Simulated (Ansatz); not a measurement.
# C₃H₆FI: up Jacob's ladder to CCSD(T)

Aim: compute C₃H₆FI with functionals from several rungs and with coupled cluster, and see how far each lands from CCSD(T) at the basis-set limit for the atomisation energy.

Program: Ansatz 0.2.0, Gaussian basis. Level of theory: functionals in def2-TZVPP, the program's frozen cores in correlated methods. These are calculated values, not measurements.

Plan: PBE-D4, r2SCAN-D4, PBE0-D4, B3LYP-D4, ωB97X-V, ωB97M-V, B2PLYP; CCSD(T)/def2-TZVPP; MP2/def2-QZVPP; extrapolation to the limit.

## Step 1: The geometry

An earlier PBE0-D4 in a triple-zeta def2 set relaxation fixed the geometry. I takes the def2 core potential; no spin-orbit term is included.

SMILES `CC(I)CF`, 11 atoms, charge 0, spin multiplicity 1.

Atoms are counted from 1 here; the program's logs count them from 0.

Bond lengths: C1–C2 1.511 Å, C1–H6 1.090 Å, C1–H7 1.090 Å, C1–H8 1.096 Å, C2–I3 2.163 Å, C2–C4 1.506 Å, C2–H9 1.091 Å, C4–F5 1.376 Å, C4–H10 1.092 Å, C4–H11 1.098 Å. Angles: C2–C1–H6 111.3°, C2–C1–H7 111.0°, C2–C1–H8 109.3°, H6–C1–H7 108.6°, H6–C1–H8 108.3°, H7–C1–H8 108.2°, C1–C2–I3 110.3°, C1–C2–C4 113.6°, C1–C2–H9 111.4°, I3–C2–C4 110.0°, I3–C2–H9 103.1°, C4–C2–H9 107.9°, C2–C4–F5 111.4°, C2–C4–H10 111.7°, C2–C4–H11 108.6°, F5–C4–H10 108.3°, F5–C4–H11 107.5°, H10–C4–H11 109.2°.

## Step 2: PBE-D4 (GGA)

in.yaml reads:

```yaml
crystal:
  periodic: [false, false, false]
  atoms:
    - {symbol: C, position_ang: [-0.956745, 0.780723, -0.443139]}
    - {symbol: C, position_ang: [0.202787, -0.186735, -0.478242]}
    - {symbol: I, position_ang: [1.954999, 0.771263, -1.308676]}
    - {symbol: C, position_ang: [0.530616, -0.782592, 0.865726]}
    - {symbol: F, position_ang: [0.795241, 0.194681, 1.798179]}
    - {symbol: H, position_ang: [-1.178921, 1.169547, -1.436360]}
    - {symbol: H, position_ang: [-0.744614, 1.619662, 0.219747]}
    - {symbol: H, position_ang: [-1.847576, 0.264824, -0.067715]}
    - {symbol: H, position_ang: [0.016063, -1.007204, -1.172649]}
    - {symbol: H, position_ang: [1.394546, -1.448627, 0.811591]}
    - {symbol: H, position_ang: [-0.341096, -1.348743, 1.219639]}
basis:
  gaussian: {orbitals: def2-TZVPP}
hamiltonian: {xc: pbe, dispersion: d4}
output: {forces: true, orbitals: {seedname: orbitals}}
```

After this run come: r2SCAN-D4 (meta-GGA); PBE0-D4 (hybrid); B3LYP-D4 (hybrid); ωB97X-V (range-separated); ωB97M-V (range-separated); B2PLYP (double hybrid); CCSD(T) in def2-TZVPP; MP2 in def2-QZVPP.

**Question.** What will the summary of the whole plan be? Wanted: atomisation energy, CCSD(T)/CBS; farthest; mean size of error, hybrid; mean size of error, range-separated; gap, smallest and largest; T1 diagnostic; triples share of the correlation energy.

The runs gave:

| quantity | value |
| --- | --- |
| atomisation energy, CCSD(T)/CBS | 4073.8 kJ/mol |
| functionals within 40.7 kJ/mol (1.0 %) | r2SCAN-D4, PBE0-D4, B3LYP-D4, ωB97X-V, ωB97M-V |
| farthest | PBE-D4 (+88.6 kJ/mol) |
| mean size of error, hybrid | 17.4 kJ/mol |
| mean size of error, range-separated | 10.4 kJ/mol |
| gap, smallest and largest | 4.34 eV (PBE-D4), 10.82 eV (ωB97X-V) |
| T1 diagnostic | 0.0093 |
| triples share of the correlation energy | 3.1 % |

PBE-D4 misses by +88.6 kJ/mol. Double hybrids carry the basis error of their MP2 part in triple zeta, and no dispersion term here, so their miss is partly the set-up's. Misses under about 40.7 kJ/mol are within the doubt on the reference itself, which lacks core-valence correlation, spin-orbit coupling and higher excitations, and its outer-core shells are covered unevenly. All levels share the lack of spin-orbit coupling, which lowers the free heavy atoms and so the true binding. Hartree-Fock recovers 73 % of the binding; the rest is correlation. Orbital gaps span 4.3 to 10.8 eV; exact exchange widens them. Correlated methods include outer-core shells of I, which these sets cover unevenly.
